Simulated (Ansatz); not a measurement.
# AlHOSe: functionals against CCSD(T) at one geometry

One table from this session's results is given with a row withheld; the runs are named, their logs left out.

Program: Ansatz 0.2.0, Gaussian basis. Level of theory: single points in def2-TZVPP. These are calculated values, not measurements.

Correlated methods freeze the cores. Filled d shells of the heavier atoms are correlated.

## Where the work starts

SMILES `[O]1[AlH][Se]1`, 4 atoms, charge 0, spin multiplicity 1.

Atoms are counted from 1 here; the program's logs count them from 0.

Bond lengths: O1–Al2 1.755 Å, O1–Se3 2.008 Å, Al2–Se3 2.287 Å, Al2–H4 1.515 Å. Angles: Al2–O1–Se3 74.5°, O1–Al2–Se3 57.8°, O1–Al2–H4 141.0°, Se3–Al2–H4 160.8°, O1–Se3–Al2 47.7°.

Coordinates:

```
O    -1.1473   -0.6944   -0.1391
Al    0.1562    0.4799   -0.0903
Se    0.4299   -1.6750    0.6255
H     0.4749    1.9043   -0.4970
```

Set-up of the first run:

run/in.yaml

```yaml
crystal:
  periodic: [false, false, false]
  atoms:
    - {symbol: O, position_ang: [-1.147256, -0.694365, -0.139110]}
    - {symbol: Al, position_ang: [0.156247, 0.479921, -0.090264]}
    - {symbol: Se, position_ang: [0.429868, -1.675009, 0.625513]}
    - {symbol: H, position_ang: [0.474851, 1.904341, -0.497037]}
basis:
  gaussian: {orbitals: def2-TZVPP}
hamiltonian: {xc: pbe, dispersion: d4}
output: {forces: true}
```

The run is started by

```bash
ansatz run in.yaml --threads 2 --pin off --events-out ev --progress --plain --max-ram 3481MiB
```

Steps of the session up to this table: PBE-D4/def2-TZVPP; r2SCAN-D4/def2-TZVPP; PBE0-D4/def2-TZVPP; wB97M-V/def2-TZVPP; CCSD(T)/def2-TZVPP.

One table of the session follows, with a row left open; its other results are not shown here.

| method | RMS force component (eV/Å) | angle to CCSD(T) forces (°) | dipole (D) |
| --- | --- | --- | --- |
| PBE-D4 | 0.613 | 11.2 | 3.27 |
| r2SCAN-D4 | ? | ? | ? |
| PBE0-D4 | 0.870 | 11.4 | 3.56 |
| wB97M-V | 0.845 | 15.5 | 3.70 |
| CCSD(T) | 0.675 | reference | 3.55 |

Estimate the missing values for r2SCAN-D4.

**Answer.** RMS force component (eV/Å): 0.775; angle to CCSD(T) forces (°): 4.7; dipole (D): 3.47. In the column «RMS force component (eV/Å)» it lies between CCSD(T) (0.675) and wB97M-V (0.845).

Caveats from the session: The reference is not at the basis limit: in triple zeta CCSD(T) underbinds, which counts against methods that bind more; the gaps are no ranking.
